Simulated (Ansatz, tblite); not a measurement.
**Ga4As4 wurtzite atom sphere (Ga4As4H14): rung by rung**

Aim: run the singlet of Ga4As4 wurtzite atom sphere (Ga4As4H14) at one geometry on many levels, and compare frontier levels, spin and run time.

The runs use Ansatz 0.2.0, Gaussian basis; as each input shows.

Levels to be run: GFN1-xTB, GFN2-xTB, PBE-D4/def2-TZVP, r2SCAN-D4/def2-TZVP, r2SCAN0-D4/def2-TZVP, r2SCANh-D4/def2-TZVP, B97M-V/def2-TZVP, PBE-D4/def2-SVP, PBE0-D4/def2-SVP, HF/STO-3G, HF/6-31G, B3LYP-D4/6-31G, MP2/def2-TZVP, RPA/def2-TZVP.

**1. The relaxed structure**

The singlet was relaxed beforehand with PBE-D4/def2-SVP.

22 atoms, charge 0, spin multiplicity 1.

Bond lengths: Ga1–As2 2.576 Å, Ga1–As4 2.489 Å, Ga1–H9 1.578 Å, Ga1–H10 1.578 Å, As2–Ga6 2.487 Å, As2–H11 1.526 Å, As2–H12 1.526 Å, Ga3–As4 2.489 Å, Ga3–As5 2.576 Å, Ga3–H13 1.578 Å, Ga3–H14 1.578 Å, As4–Ga7 2.489 Å, As4–H15 1.528 Å, As5–Ga6 2.487 Å, As5–H16 1.526 Å, As5–H17 1.526 Å, Ga6–As8 2.487 Å, Ga6–H18 1.574 Å and more. Angles: As2–Ga1–As4 97.0°, As2–Ga1–H9 103.1°, As2–Ga1–H10 103.1°, As4–Ga1–H9 111.6°, As4–Ga1–H10 111.6°, H9–Ga1–H10 125.4°, Ga1–As2–Ga6 122.9°, Ga1–As2–H11 112.3°, Ga1–As2–H12 112.3°, Ga6–As2–H11 104.6°, Ga6–As2–H12 104.6°, H11–As2–H12 96.7°, As4–Ga3–As5 97.0°, As4–Ga3–H13 111.6°, As4–Ga3–H14 111.6°, As5–Ga3–H13 103.0°, As5–Ga3–H14 103.2°, H13–Ga3–H14 125.4° and more.

PBE0-D4/def2-TZVP was run before; its log isn't repeated, and its numbers join the tables.

**2. GFN1-xTB**

Tight binding, by tblite at 300 K electronic temperature and without a spin-polarisation term:

```python
tblite.interface.Calculator('GFN1-xTB', numbers, positions, charge=0, uhf=0).singlepoint()
```

Energy -610.2862 eV, HOMO -10.81 eV, LUMO -6.27 eV; 0.042 s.

**3. GFN2-xTB**

Tight binding, by tblite at 300 K electronic temperature and without a spin-polarisation term:

```python
tblite.interface.Calculator('GFN2-xTB', numbers, positions, charge=0, uhf=0).singlepoint()
```

Energy -580.6375 eV, HOMO -10.67 eV, LUMO -6.39 eV; 0.033 s.

**4. PBE-D4/def2-TZVP**

start.molden holds the orbitals of an earlier run on this state, given as this run's starting guess.

Contents of in.yaml:

```yaml
crystal:
  periodic: [false, false, false]
  atoms:
    - {symbol: Ga, position_ang: [-2.111748, -1.213564, -1.433691]}
    - {symbol: As, position_ang: [-1.902800, -1.099157, 1.131671]}
    - {symbol: Ga, position_ang: [2.104061, -1.224276, -1.437958]}
    - {symbol: As, position_ang: [-0.001330, -0.004547, -1.962647]}
    - {symbol: As, position_ang: [1.908920, -1.097250, 1.127697]}
    - {symbol: Ga, position_ang: [0.003832, 0.005933, 2.285254]}
    - {symbol: Ga, position_ang: [0.002680, 2.429884, -1.444215]}
    - {symbol: As, position_ang: [-0.000360, 2.204400, 1.122155]}
    - {symbol: H, position_ang: [-1.988744, -2.758039, -1.734516]}
    - {symbol: H, position_ang: [-3.380493, -0.322010, -1.728107]}
    - {symbol: H, position_ang: [-1.999217, -2.475558, 1.782381]}
    - {symbol: H, position_ang: [-3.145218, -0.504317, 1.787275]}
    - {symbol: H, position_ang: [1.967720, -2.769610, -1.728933]}
    - {symbol: H, position_ang: [3.377484, -0.344095, -1.745543]}
    - {symbol: H, position_ang: [-0.002646, -0.007582, -3.490848]}
    - {symbol: H, position_ang: [2.010123, -2.471679, 1.781850]}
    - {symbol: H, position_ang: [3.153140, -0.498742, 1.776483]}
    - {symbol: H, position_ang: [0.005210, 0.008891, 3.859033]}
    - {symbol: H, position_ang: [-1.398765, 3.089868, -1.746783]}
    - {symbol: H, position_ang: [1.406716, 3.085863, -1.743420]}
    - {symbol: H, position_ang: [-1.144311, 2.978727, 1.769415]}
    - {symbol: H, position_ang: [1.135747, 2.986870, 1.773458]}
basis:
  gaussian: {orbitals: def2-TZVP, fitting: {mean_field: def2-universal-jkfit}, initial_orbitals: start.molden}
hamiltonian: {xc: pbe, dispersion: d4}
scf: {omitted_lower_state_checks: [starts]}
output: {orbitals: {seedname: orbitals}}
```

Started as:

```
$ ansatz run in.yaml --threads 2 --pin off --events-out ev --progress --plain --max-ram 32768MiB --backend cuda --devices 0, --max-vram 18GiB
```

The runs that follow: r2SCAN-D4/def2-TZVP; r2SCAN0-D4/def2-TZVP; r2SCANh-D4/def2-TZVP; B97M-V/def2-TZVP; PBE-D4/def2-SVP; PBE0-D4/def2-SVP; HF/STO-3G; HF/6-31G; B3LYP-D4/6-31G; MP2/def2-TZVP; RPA/def2-TZVP.

Q: Predict the results of all the runs planned. Wanted: gap in def2-TZVP, named functionals, smallest and largest; correlation energy, MP2/def2-TZVP; binding an atom, functionals in def2-TZVP; PBE0 total energy, smallest basis above largest.

The runs gave:

| quantity | value |
| --- | --- |
| gap in def2-TZVP, named functionals, smallest and largest | 4.34 eV (PBE-D4), 6.35 eV (r2SCAN0-D4) |
| correlation energy, MP2/def2-TZVP | -55.40 eV |
| binding an atom, functionals in def2-TZVP | 2.49 (PBE0-D4) to 2.53 eV (B97M-V) |
| PBE0 total energy, smallest basis above largest | 56.95 eV (def2-SVP, def2-TZVP) |

In words: Orbital gaps of the named functionals in def2-TZVP span 4.34 eV (PBE-D4) to 6.35 eV (r2SCAN0-D4); exact exchange widens it.
